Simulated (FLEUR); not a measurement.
Here is a FLEUR MaX-R8.1 (later development tree) calculation.

inp.xml

```xml
<?xml version="1.0" encoding="UTF-8" standalone="no"?>
<fleurInput fleurInputVersion="0.39">
   <comment>
      InSb3                                                                                               
   </comment>
   <calculationSetup>
      <cutoffs Kmax="4.1" Gmax="12.7" GmaxXC="12.7" numbands="0"/>
      <scfLoop itmax="80" minDistance="0.0001" maxIterBroyd="30" imix="Anderson" alpha="0.05" precondParam="0.0" spinf="2.0" sdNocoIR="T"/>
      <coreElectrons ctail="F" frcor="F" kcrel="0" coretail_lmax="0"/>
      <xcFunctional name="LibXC" relativisticCorrections="F">
         <LibXCName exchange="mgga_x_r2scan" correlation="mgga_c_r2scan"/>
         <AuxGGA exchange="117" correlation="130"/>
      </xcFunctional>
      <magnetism jspins="1"/>
      <soc l_soc="F" theta="0.0" phi="0.0" spav="F"/>
      <expertModes spex="0" secvar="F"/>
      <geometryOptimization l_f="F" forcealpha="1.0" forcemix="BFGS" epsdisp="0.00001" epsforce="0.00001"/>
      <ldaU l_linMix="F" mixParam="0.05" spinf="1.0"/>
   </calculationSetup>
   <cell>
      <bzIntegration valenceElectrons="84.0" mode="hist" fermiSmearingEnergy="0.00183747">
         <kPointListSelection listName="default-1"/>
         <!-- k-points included here -->
         <xi:include xmlns:xi="http://www.w3.org/2001/XInclude" href="kpts.xml"> </xi:include>
      </bzIntegration>
      <!-- symmetry operations included here -->
      <xi:include xmlns:xi="http://www.w3.org/2001/XInclude" href="sym.xml"> </xi:include>
      <bulkLattice scale="1.0">
         <bravaisMatrix>
            <row-1>    9.0827172843153274     0.0000000000000000     0.0000000000000000</row-1>
            <row-2>    0.0000000000000000     9.0827172843153274     0.0000000000000000</row-2>
            <row-3>    0.0000000000000000     0.0000000000000000     9.0827172843153274</row-3>
         </bravaisMatrix>
      </bulkLattice>
   </cell>
   <atomSpecies>
      <species name="Antimony (Sb)" element="Sb" atomicNumber="51">
         <mtSphere radius="2.66" gridPoints="879" logIncrement="0.015"/>
         <atomicCutoffs lmax="10" lnonsphr="10"/>
         <electronConfig flipSpins="F">
            <coreConfig>(1s1/2) (2s1/2) (2p1/2) (2p3/2) (3s1/2) (3p1/2) (3p3/2) (4s1/2) (3d3/2) (3d5/2)</coreConfig>
            <valenceConfig>(4p1/2) (4p3/2) (5s1/2) (4d3/2) (4d5/2) (5p1/2) (5p3/2)</valenceConfig>
            <stateOccupation state="(5p1/2)" spinUp="0.500000" spinDown="0.500000"/>
            <stateOccupation state="(5p3/2)" spinUp="1.000000" spinDown="1.000000"/>
         </electronConfig>
         <energyParameters s="5" p="5" d="5" f="4"/>
         <lo type="SCLO" l="1" n="4" eDeriv="0"/>
         <lo type="SCLO" l="1" n="4" eDeriv="1"/>
         <lo type="SCLO" l="2" n="4" eDeriv="0"/>
         <lo type="SCLO" l="2" n="4" eDeriv="1"/>
         <lo type="SCLO" l="0" n="5" eDeriv="2"/>
         <lo type="SCLO" l="3" n="4" eDeriv="2"/>
      </species>
      <species name="Indium (In)" element="In" atomicNumber="49">
         <mtSphere radius="2.66" gridPoints="879" logIncrement="0.015"/>
         <atomicCutoffs lmax="10" lnonsphr="10"/>
         <electronConfig flipSpins="F">
            <coreConfig>(1s1/2) (2s1/2) (2p1/2) (2p3/2) (3s1/2) (3p1/2) (3p3/2) (3d3/2) (3d5/2)</coreConfig>
            <valenceConfig>(4s1/2) (4p1/2) (4p3/2) (5s1/2) (4d3/2) (4d5/2) (5p1/2) (5p3/2)</valenceConfig>
            <stateOccupation state="(5p1/2)" spinUp="0.166667" spinDown="0.166667"/>
            <stateOccupation state="(5p3/2)" spinUp="0.333333" spinDown="0.333333"/>
         </electronConfig>
         <energyParameters s="5" p="5" d="4" f="4"/>
         <lo type="SCLO" l="0" n="4" eDeriv="0"/>
         <lo type="SCLO" l="1" n="4" eDeriv="0"/>
         <lo type="SCLO" l="1" n="4" eDeriv="1"/>
         <lo type="SCLO" l="2" n="4" eDeriv="2"/>
         <lo type="SCLO" l="3" n="4" eDeriv="2"/>
      </species>
   </atomSpecies>
   <atomGroups>
      <atomGroup species="Antimony (Sb)">
         <relPos label="                   1">1.000/2.000 1.000/2.000 .0000000000</relPos>
         <relPos label="                   2">.0000000000 1.000/2.000 1.000/2.000</relPos>
         <relPos label="                   3">1.000/2.000 .0000000000 1.000/2.000</relPos>
         <force calculate="T" relaxXYZ="TTT"/>
      </atomGroup>
      <atomGroup species="Indium (In)">
         <relPos label="                   4">.0000000000 .0000000000 .0000000000</relPos>
         <force calculate="T" relaxXYZ="TTT"/>
      </atomGroup>
   </atomGroups>
   <output dos="F" band="F" slice="F">
      <checks vchk="F" cdinf="F"/>
      <bandDOS minEnergy="-.5*Htr" maxEnergy="0.5*Htr" sigma="0.015" storeEVData="T"/>
      <vacuumDOS vacdos="F" integ="F" star="F" nstars="0" locx1="0.0" locy1="0.0" locx2="0.0" locy2="0.0" nstm="0" tworkf="0.0"/>
      <unfoldingBand unfoldBand="F" supercellX="1" supercellY="1" supercellZ="1"/>
      <plotting iplot="0" polar="F">
         <plot TwoD="T" vec1="  1.0  0.0  0.0" vec2="  0.0  1.0  0.0" vec3="  0.0  0.0  1.0" zero="  0.0  0.0  0.0" file="plot"/>
      </plotting>
      <chargeDensitySlicing numkpt="0" minEigenval="0.0" maxEigenval="0.0" nnne="0" pallst="F"/>
      <specialOutput eonly="F"/>
      <moessbauerParams electricFieldGradient="T" isomerShift="T" coreHyperfine="T" valenceHyperfine="T"/>
      <magneticCircularDichroism mcd="F" energyLo="-10.0" energyUp="0.0"/>
   </output>
  <!-- We include the file relax.xml here to enable relaxations (see documentation) -->
  <xi:include xmlns:xi="http://www.w3.org/2001/XInclude" href="relax.xml"> <xi:fallback/> </xi:include>
</fleurInput>
```

crystal.txt

```
InSb3
&input cartesian=F /
4.8063670000  0.0000000000  0.0000000000
0.0000000000  4.8063670000  0.0000000000
0.0000000000  0.0000000000  4.8063670000
1.8897261246
1.0 1.0 1.0

4
51 0.5000000000  0.5000000000  0.0000000000
51 0.0000000000  0.5000000000  0.5000000000
51 0.5000000000  0.0000000000  0.5000000000
49 0.0000000000  0.0000000000  0.0000000000

&kpt div1=6 div2=6 div3=6 gamma=T /
```

File inp.xml (bands):

```
<?xml version="1.0" encoding="UTF-8" standalone="no"?>
<fleurInput fleurInputVersion="0.39">
   <comment>
      InSb3                                                                                               
   </comment>
   <calculationSetup>
      <cutoffs Kmax="4.1" Gmax="12.7" GmaxXC="12.7" numbands="0"/>
      <scfLoop itmax="80" minDistance="0.0001" maxIterBroyd="30" imix="Anderson" alpha="0.05" precondParam="0.0" spinf="2.0" sdNocoIR="T"/>
      <coreElectrons ctail="F" frcor="F" kcrel="0" coretail_lmax="0"/>
      <xcFunctional name="LibXC" relativisticCorrections="F">
         <LibXCName exchange="mgga_x_r2scan" correlation="mgga_c_r2scan"/>
         <AuxGGA exchange="117" correlation="130"/>
      </xcFunctional>
      <magnetism jspins="1"/>
      <soc l_soc="F" theta="0.0" phi="0.0" spav="F"/>
      <expertModes spex="0" secvar="F"/>
      <geometryOptimization l_f="F" forcealpha="1.0" forcemix="BFGS" epsdisp="0.00001" epsforce="0.00001"/>
      <ldaU l_linMix="F" mixParam="0.05" spinf="1.0"/>
   </calculationSetup>
   <cell>
      <bzIntegration valenceElectrons="84.0" mode="hist" fermiSmearingEnergy="0.00183747">
         <kPointListSelection listName="path-1"/>
         <!-- k-points included here -->
         <xi:include xmlns:xi="http://www.w3.org/2001/XInclude" href="kpts.xml"> </xi:include>
      </bzIntegration>
      <!-- symmetry operations included here -->
      <xi:include xmlns:xi="http://www.w3.org/2001/XInclude" href="sym.xml"> </xi:include>
      <bulkLattice scale="1.0">
         <bravaisMatrix>
            <row-1>    9.0827172843153274     0.0000000000000000     0.0000000000000000</row-1>
            <row-2>    0.0000000000000000     9.0827172843153274     0.0000000000000000</row-2>
            <row-3>    0.0000000000000000     0.0000000000000000     9.0827172843153274</row-3>
         </bravaisMatrix>
      </bulkLattice>
   </cell>
   <atomSpecies>
      <species name="Antimony (Sb)" element="Sb" atomicNumber="51">
         <mtSphere radius="2.66" gridPoints="879" logIncrement="0.015"/>
         <atomicCutoffs lmax="10" lnonsphr="10"/>
         <electronConfig flipSpins="F">
            <coreConfig>(1s1/2) (2s1/2) (2p1/2) (2p3/2) (3s1/2) (3p1/2) (3p3/2) (4s1/2) (3d3/2) (3d5/2)</coreConfig>
            <valenceConfig>(4p1/2) (4p3/2) (5s1/2) (4d3/2) (4d5/2) (5p1/2) (5p3/2)</valenceConfig>
            <stateOccupation state="(5p1/2)" spinUp="0.500000" spinDown="0.500000"/>
            <stateOccupation state="(5p3/2)" spinUp="1.000000" spinDown="1.000000"/>
         </electronConfig>
         <energyParameters s="5" p="5" d="5" f="4"/>
         <lo type="SCLO" l="1" n="4" eDeriv="0"/>
         <lo type="SCLO" l="1" n="4" eDeriv="1"/>
         <lo type="SCLO" l="2" n="4" eDeriv="0"/>
         <lo type="SCLO" l="2" n="4" eDeriv="1"/>
         <lo type="SCLO" l="0" n="5" eDeriv="2"/>
         <lo type="SCLO" l="3" n="4" eDeriv="2"/>
      </species>
      <species name="Indium (In)" element="In" atomicNumber="49">
         <mtSphere radius="2.66" gridPoints="879" logIncrement="0.015"/>
         <atomicCutoffs lmax="10" lnonsphr="10"/>
         <electronConfig flipSpins="F">
            <coreConfig>(1s1/2) (2s1/2) (2p1/2) (2p3/2) (3s1/2) (3p1/2) (3p3/2) (3d3/2) (3d5/2)</coreConfig>
            <valenceConfig>(4s1/2) (4p1/2) (4p3/2) (5s1/2) (4d3/2) (4d5/2) (5p1/2) (5p3/2)</valenceConfig>
            <stateOccupation state="(5p1/2)" spinUp="0.166667" spinDown="0.166667"/>
            <stateOccupation state="(5p3/2)" spinUp="0.333333" spinDown="0.333333"/>
         </electronConfig>
         <energyParameters s="5" p="5" d="4" f="4"/>
         <lo type="SCLO" l="0" n="4" eDeriv="0"/>
         <lo type="SCLO" l="1" n="4" eDeriv="0"/>
         <lo type="SCLO" l="1" n="4" eDeriv="1"/>
         <lo type="SCLO" l="2" n="4" eDeriv="2"/>
         <lo type="SCLO" l="3" n="4" eDeriv="2"/>
      </species>
   </atomSpecies>
   <atomGroups>
      <atomGroup species="Antimony (Sb)">
         <relPos label="                   1">1.000/2.000 1.000/2.000 .0000000000</relPos>
         <relPos label="                   2">.0000000000 1.000/2.000 1.000/2.000</relPos>
         <relPos label="                   3">1.000/2.000 .0000000000 1.000/2.000</relPos>
         <force calculate="T" relaxXYZ="TTT"/>
      </atomGroup>
      <atomGroup species="Indium (In)">
         <relPos label="                   4">.0000000000 .0000000000 .0000000000</relPos>
         <force calculate="T" relaxXYZ="TTT"/>
      </atomGroup>
   </atomGroups>
   <output dos="F" band="T" slice="F">
      <checks vchk="F" cdinf="F"/>
      <bandDOS minEnergy="-.5*Htr" maxEnergy="0.5*Htr" sigma="0.015" storeEVData="T"/>
      <vacuumDOS vacdos="F" integ="F" star="F" nstars="0" locx1="0.0" locy1="0.0" locx2="0.0" locy2="0.0" nstm="0" tworkf="0.0"/>
      <unfoldingBand unfoldBand="F" supercellX="1" supercellY="1" supercellZ="1"/>
      <plotting iplot="0" polar="F">
         <plot TwoD="T" vec1="  1.0  0.0  0.0" vec2="  0.0  1.0  0.0" vec3="  0.0  0.0  1.0" zero="  0.0  0.0  0.0" file="plot"/>
      </plotting>
      <chargeDensitySlicing numkpt="0" minEigenval="0.0" maxEigenval="0.0" nnne="0" pallst="F"/>
      <specialOutput eonly="F"/>
      <moessbauerParams electricFieldGradient="T" isomerShift="T" coreHyperfine="T" valenceHyperfine="T"/>
      <magneticCircularDichroism mcd="F" energyLo="-10.0" energyUp="0.0"/>
   </output>
  <!-- We include the file relax.xml here to enable relaxations (see documentation) -->
  <xi:include xmlns:xi="http://www.w3.org/2001/XInclude" href="relax.xml"> <xi:fallback/> </xi:include>
</fleurInput>
```

Potentials or basis: all-electron, FLAPW.

Launch:

```console
$ inpgen -f crystal.txt -profile fastHighL
$ # inp.xml edited to the form shown
$ fleur_MPI
$ fleur_MPI   # second run, on inp.xml (bands)
```

Question: Predict the band gap along the path.

Answer: None (metal or under the smearing width).

Core levels (eV from the Fermi level):
```csv
atom,levels
1 Sb,"1s1/2 -30283.1, 2s1/2 -4603.3, 2p1/2 -4305.7, 2p3/2 -4053.9, 3s1/2 -899.2, 3p1/2 -777.6, 3p3/2 -731.1, 4s1/2 -144.4, 3d3/2 -516.8, 3d5/2 -507.2"
2 Sb,"1s1/2 -30283.1, 2s1/2 -4603.3, 2p1/2 -4305.7, 2p3/2 -4053.9, 3s1/2 -899.2, 3p1/2 -777.6, 3p3/2 -731.1, 4s1/2 -144.4, 3d3/2 -516.8, 3d5/2 -507.2"
3 Sb,"1s1/2 -30283.1, 2s1/2 -4603.3, 2p1/2 -4305.7, 2p3/2 -4053.9, 3s1/2 -899.2, 3p1/2 -777.6, 3p3/2 -731.1, 4s1/2 -144.4, 3d3/2 -516.8, 3d5/2 -507.2"
4 In,"1s1/2 -27734.7, 2s1/2 -4148.1, 2p1/2 -3867.5, 2p3/2 -3656.6, 3s1/2 -783.9, 3p1/2 -670.7, 3p3/2 -632.6, 3d3/2 -432.8, 3d5/2 -425.0"
```

Caveat: the meta-GGA is that of a development version, with a GGA for the radial functions and cores and without core tails; spin-orbit coupling is left out, which moves the levels of the heavy elements.
